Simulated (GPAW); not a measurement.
Runs of GPAW 26.7.0 on BPd4. It takes space group Pmm2 (No. 25, orthorhombic). Conventional cell: a = 2.892 Å, b = 4.365 Å, c = 5.856 Å, α = 90.00°, β = 90.00°, γ = 90.00°. Pd (site symmetry mm2) has 1 B at 1.96 Å as nearest neighbours. Around Pd (site symmetry mm2) lie 2 B at 2.03 Å. Pd (site symmetry mm2) has 10 Pd at 2.73 to 3.07 Å as nearest neighbours. Pd (site symmetry mm2) is surrounded by 2 B at 2.18 Å. Around B (site symmetry mm2) lie 5 Pd at 1.96 to 2.18 Å. The cell comes from a database or a generator and needn't be the stable form of this composition.

```tsv
level	potentials or basis	eigensolver	pressure (GPa)	largest force (eV/Å)
revPBE	the program's PAW data sets (release 1.2.1) made for this functional, pw	-	2.1	0.17
LDA	the program's PAW data sets (release 1.2.1) made for this functional, pw	-	(c)	(b)
BLYP	PAW data sets generated in the run's folder for this functional, pw	davidson	7.0	0.37
PBE	GPAW PAW data sets (gpaw-data 1.2.1), pw	-	(a)	0.20
```

Alike in all rows: task band structure; no spin polarisation; cell as given; k mesh 7 × 5 × 4; cutoff (eV) 800; smearing fermi-dirac 0.05 eV.

Q: Estimate the missing entries.

A: (a) -1.0; (b) 0.26; (c) -13.2.
